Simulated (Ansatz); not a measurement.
# CH₇Al₂FSi: a ladder of functionals and wavefunction methods

The task here is to estimate one member of a computed series from the others.

Method: functionals in def2-TZVPP, the program's frozen cores in correlated methods; program: Ansatz 0.2.0, Gaussian basis.

Levels to be run: LDA (SPW92), PBE-D4, revPBE-D4, BLYP-D4, r2SCAN-D4, B97M-V, PBE0-D4, B3LYP-D4, r2SCANh-D4, r2SCAN0-D4, HSE06-D4, BHLYP-D4, CAM-B3LYP-D4, LC-ωPBE, ωB97X-V, ωB97M-V, B2PLYP, PBE-QIDH; CCSD(T)/def2-SVP; CCSD(T)/def2-TZVPP; MP2/def2-QZVPP; extrapolation to the limit; RPA on PBE.

### Structure used throughout

An earlier PBE0-D4 in a triple-zeta def2 set relaxation fixed the geometry.

12 atoms, charge 0, spin multiplicity 1.

Atoms are counted from 1 here; the program's logs count them from 0.

Bond lengths: F1–Si2 1.754 Å, F1–Al4 1.935 Å, Si2–C3 1.791 Å, Si2–H6 1.481 Å, Si2–H7 1.484 Å, C3–Al4 1.964 Å, C3–Al5 2.007 Å, C3–H8 1.087 Å, Al4–Al5 2.643 Å, Al4–H9 1.571 Å, Al4–H10 1.680 Å, Al5–H10 1.918 Å, Al5–H11 1.588 Å, Al5–H12 1.591 Å. Angles: Si2–F1–Al4 92.3°, F1–Si2–C3 93.6°, F1–Si2–H6 100.1°, F1–Si2–H7 104.4°, C3–Si2–H6 122.8°, C3–Si2–H7 119.9°, H6–Si2–H7 109.8°, Si2–C3–Al4 90.2°, Si2–C3–Al5 113.7°, Si2–C3–H8 118.8°, Al4–C3–Al5 83.4°, Al4–C3–H8 125.2°, Al5–C3–H8 118.0° and more.

The first run:

in.yaml

```yaml
crystal:
  periodic: [false, false, false]
  atoms:
    - {symbol: F, position_ang: [-0.627927, -0.345719, 1.764366]}
    - {symbol: Si, position_ang: [-1.191508, 0.930652, 0.701335]}
    - {symbol: C, position_ang: [-0.526441, 0.154707, -0.769790]}
    - {symbol: Al, position_ang: [-0.060753, -1.442471, 0.274008]}
    - {symbol: Al, position_ang: [1.464335, 0.336821, -0.948296]}
    - {symbol: H, position_ang: [-0.556995, 2.103475, 1.345196]}
    - {symbol: H, position_ang: [-2.658507, 0.969624, 0.918609]}
    - {symbol: H, position_ang: [-1.123286, 0.157783, -1.677898]}
    - {symbol: H, position_ang: [-0.526819, -2.926084, 0.495390]}
    - {symbol: H, position_ang: [1.595051, -1.158872, 0.245781]}
    - {symbol: H, position_ang: [2.105895, -0.265650, -2.270414]}
    - {symbol: H, position_ang: [2.184054, 1.430535, -0.044288]}
basis:
  gaussian: {orbitals: def2-TZVPP}
hamiltonian: {xc: lda}
output: {orbitals: {seedname: orbitals}}
```

Among the steps run: LDA; PBE-D4 (GGA); revPBE-D4 (GGA); BLYP-D4 (GGA); r2SCAN-D4 (meta-GGA); B97M-V (meta-GGA); PBE0-D4 (hybrid); B3LYP-D4 (hybrid); r2SCANh-D4 (hybrid); r2SCAN0-D4 (hybrid); HSE06-D4 (hybrid); BHLYP-D4 (hybrid); CAM-B3LYP-D4 (range-separated); LC-ωPBE (range-separated); ωB97X-V (range-separated); ωB97M-V (range-separated); B2PLYP (double hybrid); PBE-QIDH (double hybrid).

One of the session's tables, all rows but one given; the rest of the session is left out.

It belongs to the step «Frontier levels by functional». 

| functional | HOMO (eV) | gap (eV) |
| --- | --- | --- |
| LDA (SPW92) | -6.42 | 4.05 |
| PBE-D4 | -6.31 | 4.20 |
| revPBE-D4 | -6.26 | 4.27 |
| BLYP-D4 | -6.14 | 4.19 |
| r2SCAN-D4 | -6.55 | 4.77 |
| B97M-V | -6.72 | 4.74 |
| PBE0-D4 | ? | ? |
| B3LYP-D4 | -7.21 | 5.75 |
| r2SCANh-D4 | -6.97 | 5.47 |
| r2SCAN0-D4 | -7.60 | 6.52 |
| HSE06-D4 | -7.04 | 5.39 |
| BHLYP-D4 | -8.44 | 8.05 |
| CAM-B3LYP-D4 | -8.71 | 8.42 |
| LC-ωPBE | -10.07 | 10.89 |
| ωB97X-V | -9.72 | 10.41 |
| ωB97M-V | -9.57 | 9.97 |

Estimate the missing values for PBE0-D4.

**Answer.** HOMO (eV): -7.44; gap (eV): 6.16. In the column «HOMO (eV)» it lies between r2SCAN0-D4 (-7.60) and B3LYP-D4 (-7.21).
